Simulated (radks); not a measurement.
**Ionisation of Hg: one atom, several choices of exchange strength α**

One table from this session's results is given with a row withheld; the runs are named, their logs left out.

Method: scalar-relativistic Kohn-Sham, spin-polarised, spherical densities, point nucleus; open shells are filled with parallel spins first. Code: radks (a radial shooting solver on a logarithmic mesh, Libxc functionals) version 1.

## What is computed

- element: mercury (Z = 80)
- charge: 0
- electrons: 80
- configuration: [Hg]
- ion: Hg⁺, [Xe] 4f14 5d10 6s1
- choices: α = 0.655; α = 0.667; α = 0.672; α = 0.829; α = 0.857; α = 0.873; α = 0.933

The outer shells:

Hg
```
[Xe] core
4f [↑↓][↑↓][↑↓][↑↓][↑↓][↑↓][↑↓]
5d [↑↓][↑↓][↑↓][↑↓][↑↓]
6s [↑↓]
```

Hg⁺
```
[Xe] core
4f [↑↓][↑↓][↑↓][↑↓][↑↓][↑↓][↑↓]
5d [↑↓][↑↓][↑↓][↑↓][↑↓]
6s [↑ ]
```

Set-up of the first run:

The run's settings:

```text
Z 80
configuration [Hg]
relativity scalar-relativistic
functional xalpha 0.655
spin polarised
nucleus point
c 137.035999084
```

Among the steps run: α = 0.655: Hg.

One table of the session follows, with a row left open; its other results are not shown here.

It belongs to the step «α = 0.655: Hg». From the orbitals of this run (lengths in bohr):

```
level     <r>  outermost maximum (interpolated)  90 % within  nodes
   4s  0.3996                             0.376        0.573      3
   4p  0.4259                             0.396        0.618      2
   4d  0.4494                             0.403        0.670      1
   5s  0.9009                             0.827         1.29      4
   4f  0.4832                             0.366        0.773      0
   5p   1.040                             0.927         1.51      3
   5d   1.513                              1.17         2.38      2
   6s       ?                                 ?            ?      ?
```

Estimate the missing values for 6s.

As computed: <r>: 2.732; outermost maximum (interpolated): 2.22; 90 % within: 4.13; nodes: 5. In the column «<r>» it is the highest.
